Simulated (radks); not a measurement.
# Ionisation of Fe²⁺: one atom, several choices of functional

One table from this session's results is given with a row withheld; the runs are named, their logs left out.

Program: radks (a radial shooting solver on a logarithmic mesh, Libxc functionals) version 1. Level of theory: Dirac Kohn-Sham, spin-unpolarised, spherical densities, point nucleus; open shells are shared between the two j in proportion to 2j + 1. These are calculated values, not measurements, unless marked.

### The atom as given

- element: iron (Z = 26)
- charge: +2
- electrons: 24
- configuration: [Ar] 3d6
- ion: Fe³⁺, [Ar] 3d5
- choices: B86b exchange with PBE correlation; BP86; XLYP; LDA (Slater exchange, VWN5 correlation); exchange-only LDA; PBEsol; OLYP; HCTH/407; PBE

The outer shells:

Fe²⁺
```
[Ar] core
3d [↑↓][↑ ][↑ ][↑ ][↑ ]
```

Fe³⁺
```
[Ar] core
3d [↑ ][↑ ][↑ ][↑ ][↑ ]
```

Set-up of the first run:

The run's settings:

```text
Z 26
configuration [Ar] 3d6
relativity Dirac
functional b86_mgc,pbe
spin unpolarised
j_filling average
nucleus point
c 137.035999084
```

Command:

```
$ python run_ks.py task.json out
```

All runs below come from this command, one after another.

Among the steps run: B86b exchange with PBE correlation: Fe²⁺; B86b exchange with PBE correlation: Fe³⁺; BP86: Fe²⁺; BP86: Fe³⁺; XLYP: Fe²⁺; XLYP: Fe³⁺; LDA (Slater exchange, VWN5 correlation): Fe²⁺; LDA (Slater exchange, VWN5 correlation): Fe³⁺; exchange-only LDA: Fe²⁺; exchange-only LDA: Fe³⁺; PBEsol: Fe²⁺; PBEsol: Fe³⁺; OLYP: Fe²⁺; OLYP: Fe³⁺; HCTH/407: Fe²⁺; HCTH/407: Fe³⁺; PBE: Fe²⁺; PBE: Fe³⁺.

One of the session's tables, all rows but one given; the rest of the session is left out.

```
                             functional  E(Fe²⁺) (hartree)  Δ-SCF (eV)  −ε(HOMO) (eV)  <r> HOMO (bohr)
     B86b exchange with PBE correlation        -1271.85615      34.253         25.682            1.082
                                   BP86        -1271.98616      34.287         25.734            1.080
                                   XLYP        -1272.11202      34.275         25.723            1.088
LDA (Slater exchange, VWN5 correlation)        -1269.28928      34.540         25.976            1.082
                      exchange-only LDA        -1267.15482      32.901         24.430            1.091
                                 PBEsol                  ?           ?              ?                ?
                                   OLYP        -1272.09686      34.309         25.664            1.077
                               HCTH/407        -1272.30841      34.760         26.089            1.071
                                    PBE        -1271.55928      34.222         25.653            1.083
```

**Question.** Estimate the row for PBEsol.

The run gave: E(Fe²⁺) (hartree): -1270.37463; Δ-SCF (eV): 34.187; −ε(HOMO) (eV): 25.621; <r> HOMO (bohr): 1.081. In the column «E(Fe²⁺) (hartree)» it lies between PBE (-1271.55928) and LDA (Slater exchange, VWN5 correlation) (-1269.28928).

In words: The NIST Atomic Spectra Database lists 30.65 eV (measured). The smallest miss is that of exchange-only LDA (+2.25 eV), the largest that of HCTH/407 (+4.11 eV). The ionisation energies span 1.86 eV, the total energies of Fe²⁺ 140 eV: most of the change in the total cancels in the difference. Spin polarisation and multiplet splitting are left out, so open shells lie too high by an amount that depends on their filling.

**Measured values.**

From NIST Atomic Spectra Database: ionisation energy of Fe²⁺ 30.651 ± 0.012 eV.
